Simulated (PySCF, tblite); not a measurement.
**C₇H₈F radical: geometry, infrared bands and EPR parameters**

Aim: predict the infrared bands and EPR parameters of C₇H₈F radical (`C=C1[CH][C@@H](F)/C1=C/C`).

Programs: tblite 0.8.0 and PySCF 2.14.0, with density-fitted response routines of our own. Each step states its level of theory. These are calculated values for one molecule in the gas phase, unless marked as measured. Atoms count from 0, in the outputs and in this text.

## (1) The starting structure

16 atoms, charge 0, multiplicity 2; geometry from: force field or distance geometry start.

Bonds of the start (Å): C0–C1 1.32, C1–C2 1.51, C2–C3 1.51, C3–F4 1.37, C3–C5 1.48, C5–C6 1.33, C6–C7 1.50, C5–C1 1.47, C0–H8 1.09, C0–H9 1.08, C2–H10 1.12, C3–H11 1.11, C6–H12 1.09, C7–H13 1.09, C7–H14 1.13, C7–H15 1.09.

## (2) Relaxing the molecule with GFN2-xTB

Job settings and geometry (Å):

```
{"job": {"kind": "relax", "xc": "GFN2-xTB", "basis": "xTB"}, "charge": 0, "multiplicity": 2}
C     -1.095000     1.073800    -1.344600
C     -1.007000     0.052200    -0.511300
C     -1.943900    -0.953100     0.106500
C     -0.713900    -1.824700     0.253700
F     -0.526200    -2.659700    -0.814500
C      0.097500    -0.582100     0.220900
C      1.294200    -0.166600     0.636700
C      1.754600     1.237100     0.387300
H     -2.089100     1.305900    -1.727900
H     -0.225900     1.658100    -1.626800
H     -2.363100    -0.627100     1.090800
H     -0.711700    -2.391200     1.204300
H      1.955900    -0.839400     1.186000
H      2.661400     1.409400     0.961500
H      0.933300     1.964000     0.644900
H      1.971300     1.352300    -0.678800
```

Command:

```
$ OMP_NUM_THREADS=1 python probes_run.py task.json out
```

This one command runs all jobs of the session in turn.

Standard output:

```text
step      E/eV     max force
  0    -642.91725    2.396
  1    -643.12214    1.510
  2    -643.27543    0.860
  3    -643.34317    0.868
  4    -643.40162    0.701
  5    -643.43818    0.575
  6    -643.47262    0.509
  7    -643.50302    0.479
  8    -643.52241    0.464
  9    -643.54264    0.424
 10    -643.56642    0.486
 11    -643.59645    0.472
 12    -643.62911    0.492
 13    -643.64977    0.353
 14    -643.65944    0.619
 15    -643.66832    0.338
 16    -643.67914    0.288
 17    -643.69561    0.255
 18    -643.70651    0.243
 19    -643.72259    0.292
 20    -643.73739    0.361
 21    -643.75897    0.409
 22    -643.78279    0.419
 23    -643.80204    0.403
 24    -643.81562    0.465
 25    -643.82201    0.489
 26    -643.83652    0.336
 27    -643.84430    0.277
 28    -643.85456    0.239
 29    -643.85954    0.244
 30    -643.86932    0.274
 31    -643.87876    0.294
 32    -643.89297    0.287
 33    -643.90886    0.309
 34    -643.92519    0.297
 35    -643.93831    0.263
 36    -643.94528    0.283
 37    -643.95592    0.278
 38    -643.96400    0.204
 39    -643.97320    0.192
 40    -643.97568    0.163
 41    -643.97845    0.153
 42    -643.98111    0.152
 43    -643.98436    0.187
 44    -643.98820    0.154
 45    -643.99165    0.152
 46    -643.99434    0.117
 47    -643.99707    0.147
 48    -644.00048    0.168
 49    -644.00367    0.165
 50    -644.00625    0.099
 51    -644.00795    0.096
 52    -644.00954    0.095
 53    -644.01106    0.105
 54    -644.01313    0.101
 55    -644.01472    0.085
 56    -644.01591    0.080
 57    -644.01682    0.080
 58    -644.01770    0.067
 59    -644.01843    0.050
 60    -644.01891    0.042
 61    -644.01920    0.036
 62    -644.01943    0.030
 63    -644.01963    0.039
 64    -644.01978    0.040
 65    -644.01987    0.026
 66    -644.01994    0.023
 67    -644.02001    0.021
 68    -644.02007    0.019
 69    -644.02012    0.015
 70    -644.02015    0.017
 71    -644.02018    0.017
 72    -644.02022    0.018
 73    -644.02028    0.021
 74    -644.02036    0.019
 75    -644.02042    0.019
 76    -644.02047    0.016
 77    -644.02051    0.017
 78    -644.02055    0.018
 79    -644.02061    0.019
 80    -644.02068    0.024
 81    -644.02078    0.027
 82    -644.02090    0.029
 83    -644.02106    0.032
 84    -644.02123    0.033
 85    -644.02142    0.038
 86    -644.02163    0.054
 87    -644.02193    0.068
 88    -644.02240    0.077
 89    -644.02254    0.134
 90    -644.02353    0.078
 91    -644.02413    0.067
 92    -644.02498    0.113
 93    -644.02528    0.062
 94    -644.02573    0.043
 95    -644.02622    0.073
 96    -644.02643    0.047
 97    -644.02677    0.042
 98    -644.02724    0.048
 99    -644.02755    0.047
100    -644.02770    0.030
101    -644.02787    0.058
102    -644.02811    0.035
103    -644.02832    0.026
104    -644.02848    0.024
105    -644.02857    0.025
106    -644.02871    0.025
107    -644.02883    0.022
108    -644.02889    0.030
109    -644.02895    0.016
110    -644.02898    0.017
111    -644.02903    0.016
112    -644.02908    0.015
113    -644.02914    0.018
114    -644.02921    0.027
115    -644.02930    0.028
116    -644.02939    0.026
117    -644.02948    0.017
118    -644.02955    0.017
119    -644.02959    0.018
120    -644.02963    0.015
121    -644.02967    0.025
122    -644.02975    0.016
123    -644.02986    0.022
124    -644.02989    0.018
125    -644.02992    0.012
126    -644.02993    0.010
127    -644.02995    0.006
```

It took 0.58 s on 1 thread of Arm Neoverse V2, shared host.

Relaxation path: (not every step is listed)

```csv
step,energy from step 0 (eV),largest force (eV/Å)
0,0.0000,2.3964
1,-0.2049,1.5099
2,-0.3582,0.8597
3,-0.4259,0.8679
4,-0.4844,0.7012
5,-0.5209,0.5748
6,-0.5554,0.5087
7,-0.5858,0.4788
8,-0.6052,0.4642
19,-0.8053,0.2923
30,-0.9521,0.2737
41,-1.0612,0.1534
52,-1.0923,0.0946
63,-1.1024,0.0393
74,-1.1031,0.0188
85,-1.1042,0.0381
96,-1.1092,0.0465
107,-1.1116,0.0223
118,-1.1123,0.0166
122,-1.1125,0.0158
123,-1.1126,0.0222
124,-1.1126,0.0177
125,-1.1127,0.0124
126,-1.1127,0.0105
127,-1.1127,0.0062
```

Distances of close pairs at the start and the end, largest changes first:

| bond | before (Å) | after (Å) | change (Å) |
| --- | --- | --- | --- |
| C1–C2 | 1.507 | 1.402 | -0.104 |
| C2–H10 | 1.118 | 1.071 | -0.047 |
| C7–H14 | 1.127 | 1.085 | -0.042 |
| C0–C1 | 1.321 | 1.361 | +0.040 |
| C3–C5 | 1.484 | 1.524 | +0.040 |
| C2–C3 | 1.515 | 1.496 | -0.019 |
| C3–F4 | 1.369 | 1.384 | +0.015 |
| C0–H8 | 1.090 | 1.076 | -0.015 |

The final coordinates are the input of the step that follows.

## (3) Infrared spectrum with GFN2-xTB

Job settings and geometry (Å):

```
{"job": {"kind": "ir", "xc": "GFN2-xTB", "basis": "xTB"}, "charge": 0, "multiplicity": 2}
C     -1.444579     1.371131    -0.841144
C     -1.114611     0.144308    -0.352433
C     -1.823555    -1.058939    -0.226109
C     -0.715659    -1.731596     0.520449
F     -0.202288    -2.888916    -0.037778
C      0.083893    -0.457030     0.277957
C      1.358207    -0.169657     0.487803
C      2.046179     1.103691     0.133458
H     -2.424574     1.543670    -1.250150
H     -0.757684     2.196339    -0.836954
H     -2.778393    -1.410717    -0.561030
H     -0.917089    -1.976322     1.571720
H      1.980291    -0.924236     0.954150
H      2.411647     1.591648     1.037266
H      1.381816     1.782241    -0.390465
H      2.908799     0.893331    -0.498151
```

Standard output:

```text
mode    cm-1     km/mol
  1      76.8      0.88
  2      94.8      2.15
  3     148.6      1.80
  4     182.9      0.20
  5     251.4      1.90
  6     299.5      1.72
  7     345.4      3.41
  8     419.5      3.80
  9     466.4      6.98
 10     520.1      2.12
 11     611.6      7.06
 12     636.9     12.98
 13     727.8      7.85
 14     766.2     34.98
 15     789.1      2.56
 16     844.5     10.20
 17     934.8     47.79
 18     946.5      6.12
 19    1004.0     60.78
 20    1012.7      4.58
 21    1028.7      1.93
 22    1084.2     12.36
 23    1131.5      4.34
 24    1142.6      3.62
 25    1203.2     22.24
 26    1262.9     31.18
 27    1271.8      7.71
 28    1316.7      2.49
 29    1391.4      5.53
 30    1400.7      3.71
 31    1468.5      4.77
 32    1476.4      9.86
 33    1546.5      1.08
 34    1775.8      9.45
 35    2875.4     41.43
 36    2996.8     22.98
 37    3013.6     28.19
 38    3045.3     18.23
 39    3078.5     27.38
 40    3116.2     10.21
 41    3156.6      4.63
 42    3158.1     34.09
```

It took 0.36 s on 1 thread of Arm Neoverse V2, shared host.

The strongest bands and the atoms that carry them (share of the mass-weighted mode):

| cm⁻¹ | km/mol | atoms |
| --- | --- | --- |
| 766 | 35.0 | H8 34 %, H9 31 %, C0 24 % |
| 935 | 47.8 | C3 27 %, C5 17 %, F4 14 % |
| 1004 | 60.8 | C3 25 %, F4 11 %, H12 10 % |
| 1263 | 31.2 | H11 68 %, C3 17 % |
| 2875 | 41.4 | H11 93 % |
| 3014 | 28.2 | H15 70 %, H13 25 % |
| 3078 | 27.4 | H14 88 % |
| 3158 | 34.1 | H10 76 %, H9 11 % |

## (4) EPR parameters: B3LYP/pcH-1

Settings changed since step 3:

```diff
@@ -1,2 +1,2 @@
-{"job": {"kind": "ir", "xc": "GFN2-xTB", "basis": "xTB"}, "charge": 0, "multiplicity": 2}
+{"job": {"kind": "epr", "basis": "pcH-1"}, "charge": 0, "multiplicity": 2}
 C     -1.444579     1.371131    -0.841144
```

With the program's defaults for keys left out, this is: UKS B3LYP, pcH-1 on C F H, non-relativistic, mean-field spin-orbit, GIAO.

Standard output:

```text
UKS, coarse grid
  cycle   1  E = -371.23452126  |g| = 4.30e-01
  cycle   2  E = -371.17750731  |g| = 6.17e-01
  cycle   3  E = -371.30674322  |g| = 9.48e-02
  cycle   4  E = -371.31015650  |g| = 4.95e-02
  cycle   5  E = -371.31140862  |g| = 1.78e-02
  cycle   6  E = -371.31159007  |g| = 5.52e-03
  cycle   7  E = -371.31163161  |g| = 2.68e-03
  cycle   8  E = -371.31164269  |g| = 1.49e-03
  cycle   9  E = -371.31164525  |g| = 6.24e-04
UKS, final grid
  cycle   1  E = -371.31165115  |g| = 8.19e-04
  cycle   2  E = -371.31165069  |g| = 1.40e-03
  cycle   3  E = -371.31165177  |g| = 1.66e-04
  cycle   4  E = -371.31165184  |g| = 1.60e-04
  cycle   5  E = -371.31165190  |g| = 4.87e-05
  cycle   6  E = -371.31165190  |g| = 1.65e-05
E = -371.31165190 Eh   <S^2> = 0.7826 (exact 0.7500)
g shifts (ppm)      1          2          3
  rmc          -144       -144       -144
  gc              9         37         34
  oz_so         -46        263        583
  total        -181        157        474
hyperfine (MHz)  atom isotope    a_iso     a_fc   dipolar eigenvalues
    0   13C      50.55      50.55    -49.32    -47.98     97.31
    1   13C     -48.05     -48.05    -26.78      9.17     17.61
    2   13C      62.74      62.74    -53.78    -51.69    105.47
    3   13C     -20.17     -20.17     -2.07     -1.20      3.27
    4   19F     119.42     119.42    -45.40    -40.69     86.09
    5   13C      15.12      15.12     -2.65     -1.60      4.25
    6   13C      -6.33      -6.33     -9.84      4.40      5.45
    7   13C       1.79       1.79     -0.37     -0.17      0.54
    8    1H     -38.66     -38.66    -21.00     -1.63     22.63
    9    1H     -40.41     -40.41    -23.94     -0.59     24.53
   10    1H     -42.01     -42.01    -23.80     -1.46     25.26
   11    1H      55.42      55.42     -4.11     -1.35      5.46
   12    1H       4.22       4.22     -1.88     -1.01      2.88
   13    1H      -4.87      -4.87     -0.73     -0.48      1.21
   14    1H      -0.18      -0.18     -1.94     -1.48      3.42
   15    1H      -4.11      -4.11     -0.76     -0.43      1.19
```

It took 67 s on 1 thread of Arm Neoverse V2, shared host; peak memory 0.97 GiB.

Principal g values 2.00214, 2.00248, 2.00279; g(iso) = 2.00247, against 2.00232 for a free electron.

Mean a(iso) over the nuclei that a row names, and the largest dipolar term of the row (other rows stand at the frozen geometry):

```
       nuclei  isotope  a(iso) (MHz)  a(iso) (G, at g = 2.0023)  largest dipolar term (MHz)
           F4      19F         119.4                       42.6                        86.1
           C2      13C          62.7                       22.4                       105.5
          H11       1H          55.4                       19.8                         5.5
           C0      13C          50.5                       18.0                        97.3
           C1      13C         -48.0                      -17.1                       -26.8
          H10       1H         -42.0                      -15.0                        25.3
           H9       1H         -40.4                      -14.4                        24.5
           H8       1H         -38.7                      -13.8                        22.6
           C3      13C         -20.2                       -7.2                         3.3
           C5      13C          15.1                        5.4                         4.2
           C6      13C          -6.3                       -2.3                        -9.8
          H12       1H           4.2                        1.5                         2.9
H13, H14, H15       1H          -3.1                       -1.1                         3.4
           C7      13C           1.8                        0.6                         0.5
```

Mulliken spin populations:

C0 0.66; C1 -0.25; C2 0.67; C3 -0.03; F4 0.02; C5 0.05; C6 -0.06; C7 0.00; H8 -0.03; H9 -0.03; H10 -0.02; H11 0.02; H12 0.00; H13 0.00; H14 0.00; H15 0.00

In first order the couplings over 0.8 MHz of 19F, 1H give 248 distinct lines over 110.4 G, if the averaged nuclei exchange fast.

Orbitals, density, ELF and potential are computed afterwards from the orbital file.

ELF in a plane through or near 12 of the atoms.

Ten even steps from '0' (0.00) to '9' (1.00):
```
0000000000000000000000000000
0000000000000000000000000000
0000000000000000000000000000
0000000000000000000000000000
0000000005761000121000000000
0000000059996000121100000000
0000000039997002343100000000
0000000005865358265300000000
0000013447376428679733310000
0000136615857326243299983000
0000035543512597583299995000
0000012599810252477489982000
0000002799800269840001210000
0000001486029958263000000000
0000000000089985999810000000
0000000000089954999930000000
0000000000025311799700000000
0000000000000000021000000000
0000000000000000000000000000
0000000000000000000000000000
```
The map spans 11.5 Å across and 10.7 Å up, centred on the molecule. Atoms in the plane (x, y in Å): C0 (0.7, -2.0), C1 (0.9, -0.7), C2 (2.1, 0.0), C3 (1.4, 1.3), C5 (0.1, 0.5), C6 (-1.1, 0.9), C7 (-2.3, 0.0), H8 (1.5, -2.8), H9 (-0.3, -2.4), H10 (3.2, -0.2), H12 (-1.4, 1.9), H14 (-2.0, -1.1).

On the surface of density 0.002 e/bohr³ the electrostatic potential runs, from the 1st to the 99th percentile, from -1.22 V near F4 to 1.05 V near H9.

The spin density lies nearest to C0, C2 about 32 % each; C1 9 % (beta excess).

## (5) Summary of results

| quantity | value |
| --- | --- |
| strongest single infrared mode (GFN2-xTB) | 1004 cm⁻¹, 61 km/mol |
| zero-point energy (GFN2-xTB) | 77.2 kcal/mol |
| g(iso) (B3LYP) | 2.00247 |
| ⟨S²⟩ | 0.783 (exact 0.75) |
| largest a(iso) (averaged by class) | 19F on F4, 119.4 MHz |
| surface potential, 1st and 99th percentile | -1.22 V and 1.05 V |

What this shows: Over 127 steps the energy fell by 1.113 eV; of the close pairs, C1–C2 changed most, 1.507 to 1.402 Å. All 42 modes are real, so the xTB geometry is a minimum. The strongest single mode, at 1004 cm⁻¹, has its largest shares on C3, F4 and H12 (the list is cut at 3 atoms). GFN2-xTB is a fitted tight-binding method: band positions and strengths are rough. Its intensities can rank the bands wrongly. The largest spin populations lie on C2 (0.67 e), C0 (0.66 e). The isotropic g lies 0.2 ppt above the free-electron value.
